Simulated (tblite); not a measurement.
# C23H19B: the cost of one run

Programs: tblite 0.8.0 and PySCF 2.14.0, with routines of our own; each step states its level. All values are computed. Atoms count from 0.

## Step 1: The starting structure

43 atoms, charge 0, multiplicity 1; geometry from: force field, distance geometry or constructed start.

## Step 2: Optimising the geometry with GFN2-xTB

The job: settings as JSON, then the geometry in Å.

```
{"job": {"kind": "relax", "xc": "GFN2-xTB", "basis": "xTB"}, "charge": 0, "multiplicity": 1}
C     -5.844600     1.668800     0.377600
C     -4.502200     1.018400     0.366500
C     -3.772500     0.901600    -0.817900
C     -2.494800     0.340200    -0.841800
C     -1.764200     0.253200    -2.150700
C     -1.930600    -0.147500     0.371200
B     -0.488100    -0.809300     0.386400
C      0.043700    -1.923900    -0.598100
C      1.366900    -1.792800    -0.675100
C      2.271800    -2.543600    -1.429000
C      3.643200    -2.191600    -1.396200
C      4.080500    -1.086000    -0.621600
C      5.422800    -0.682800    -0.569600
C      5.802400     0.435800     0.185200
C      4.839300     1.177600     0.905300
C      3.491400     0.788800     0.879000
C      2.479600     1.510900     1.557100
C      1.127900     1.087800     1.479100
C      0.827100    -0.055100     0.741800
C      1.814100    -0.734100     0.081800
C      3.135700    -0.342600     0.118000
C     -2.653300    -0.011400     1.586200
C     -2.095900    -0.500200     2.909600
C     -3.929700     0.573700     1.569200
H     -5.728700     2.765600     0.536300
H     -6.379900     1.497100    -0.582400
H     -6.482900     1.258400     1.191000
H     -4.219200     1.269800    -1.738000
H     -0.718000     0.614000    -2.043500
H     -2.245100     0.886500    -2.926200
H     -1.756600    -0.794300    -2.516200
H     -0.549800    -2.651000    -1.145700
H      1.938200    -3.375700    -2.037400
H      4.357500    -2.768400    -1.970200
H      6.183000    -1.226500    -1.130500
H      6.839000     0.742400     0.214200
H      5.151900     2.038300     1.472800
H      2.730000     2.393800     2.130000
H      0.350400     1.643900     1.983100
H     -1.854300    -1.580700     2.829500
H     -1.185500     0.063700     3.170000
H     -2.824100    -0.388300     3.734500
H     -4.475600     0.692300     2.491200
```

Command:

```sh
$ OMP_NUM_THREADS=1 python large_run.py task.json out
```

One launch serves the whole session: the jobs run in the order shown.

Q: Estimate the wall time and peak memory of this first job on 1 thread of Arm Neoverse V1, shared host.

About 3.3 s, with a peak of 0.18 GiB.
